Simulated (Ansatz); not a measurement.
# As3O: the cost of one run

Computed with Ansatz 0.2.0 (DFT PBE, scalar-relativistic, plane waves, PAW, unless a step's input says otherwise).

**1. The system as given**

It takes space group P6_3/mmc (No. 194, hexagonal). Conventional cell: a = 4.864 Å, b = 4.864 Å, c = 8.840 Å, α = 90.00°, β = 90.00°, γ = 120.00°. As (site symmetry -6m2) is surrounded by 3 O at 2.81 Å and 6 As at 3.20 Å. Around As (site symmetry 3m) lie 4 O at 2.89 to 3.20 Å and 7 As at 3.05 to 3.20 Å. Around O (site symmetry -6m2) lie 11 As at 2.81 to 3.20 Å.

Structure file:

```
As O
1.0
     4.86366    0.00000    0.00000
    -2.43183    4.21205    0.00000
     0.00000    0.00000    8.84002
As O
6 2
Cartesian
  0.0000 0.0000 2.2100
  0.0000 0.0000 6.6300
  0.0000 2.8080 8.1561
  2.4318 1.4040 0.6840
  2.4318 1.4040 3.7361
  0.0000 2.8080 5.1040
  0.0000 2.8080 2.2100
  2.4318 1.4040 6.6300
```

A structure generator made this guess: species swapped into a database cell of Mg3Au (P6_3/mmc, No. 194), with As on the Mg sites and O on the Au sites. Lengths come from tabulated atomic sizes and are only a guess.

**2. A first look at the guess**

Contents of input.yaml:

```yaml
crystal:
  lattice:
    - [4.86366013, 0.0, 0.0]
    - [-2.43183007, 4.21205323, 0.0]
    - [0.0, 0.0, 8.84001545]
  atoms:
    - { symbol: As, position: [0.0, 0.0, 0.25] }
    - { symbol: As, position: [0.0, 0.0, 0.75] }
    - { symbol: As, position: [0.33333333, 0.66666667, 0.92263019] }
    - { symbol: As, position: [0.66666667, 0.33333333, 0.07736981] }
    - { symbol: As, position: [0.66666667, 0.33333333, 0.42263019] }
    - { symbol: As, position: [0.33333333, 0.66666667, 0.57736981] }
    - { symbol: O, position: [0.33333333, 0.66666667, 0.25] }
    - { symbol: O, position: [0.66666667, 0.33333333, 0.75] }
basis:
  ecutwfc: 420
kpoints:
  mp_grid: { grid: [6, 6, 2] }
hamiltonian:
  xc: pbe
scf:
  occupations: { method: gaussian, width: 0.1 }
  lower_state_search: "off"
output:
  forces: true
  stress: true
  eigenvalues: true
```

On the command line:

```
> ansatz run input.yaml --threads 1 --pin off --max-ram 2560MiB --backend cpu --events-out ev --progress --plain --runs-dir out
```

What time and memory should one allow on 1 thread of AMD EPYC 7B13 (Zen 3), shared host?

About 5.8 s, with a peak of 0.52 GiB.
